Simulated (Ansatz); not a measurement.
# H4SSiSn: the cost of one run

Computed with Ansatz 0.2.0, Gaussian basis. Level: the settings change from run to run.

## (1) The relaxed structure

The geometry comes from an earlier relaxation with PBE0-D4 in a triple-zeta def2 set; it is a stationary point, not always the lowest conformer. Sn takes a core potential in def2 sets; no spin-orbit term is included.

SMILES `[SiH2]1[S][SnH2]1`, 7 atoms, charge 0, spin multiplicity 1.

Atoms are counted from 1 here; the program's logs count them from 0.

Bond lengths: Si1–S2 2.114 Å, Si1–Sn3 2.473 Å, Si1–H4 1.483 Å, Si1–H5 1.483 Å, S2–Sn3 2.498 Å, Sn3–H6 1.701 Å, Sn3–H7 1.701 Å. Angles: S2–Si1–Sn3 65.4°, S2–Si1–H4 117.7°, S2–Si1–H5 117.7°, Sn3–Si1–H4 119.3°, Sn3–Si1–H5 119.3°, H4–Si1–H5 110.9°, Si1–S2–Sn3 64.2°, Si1–Sn3–S2 50.3°, Si1–Sn3–H6 124.0°, Si1–Sn3–H7 123.9°, S2–Sn3–H6 108.9°, S2–Sn3–H7 108.8°, H6–Sn3–H7 111.9°.

## (2) revPBE0/x2c-TZVPPall

This run has atoms shaken by 0.08 Å, finite nuclei, D3(BJ) dispersion, relativity set to none.

in.yaml

```yaml
crystal:
  periodic: [false, false, false]
  atoms:
    - {symbol: Si, position_ang: [-0.951952, -0.055940, -0.887010]}
    - {symbol: S, position_ang: [-0.279467, -1.739549, 0.169848]}
    - {symbol: Sn, position_ang: [0.948768, 0.482904, 0.680443]}
    - {symbol: H, position_ang: [-2.203860, 0.370322, -0.552030]}
    - {symbol: H, position_ang: [-0.652357, -0.007824, -2.368993]}
    - {symbol: H, position_ang: [0.872723, 0.733784, 2.364459]}
    - {symbol: H, position_ang: [2.676144, 0.314167, 0.134324]}
basis:
  gaussian: {orbitals: x2c-TZVPPall, nuclear_model: gaussian}
hamiltonian: {xc: {name: revPBE0}, dispersion: d3bj, pseudopotentials: {relativity: none}}
output: {forces: true}
```

On the command line:

```
$ ansatz run in.yaml --threads 2 --pin off --events-out ev --progress --plain --max-ram 4352MiB
```

Q: Estimate wall time and peak memory on 2 threads of Arm Neoverse V1, shared host.

About 8 s, with a peak of 0.66 GiB.
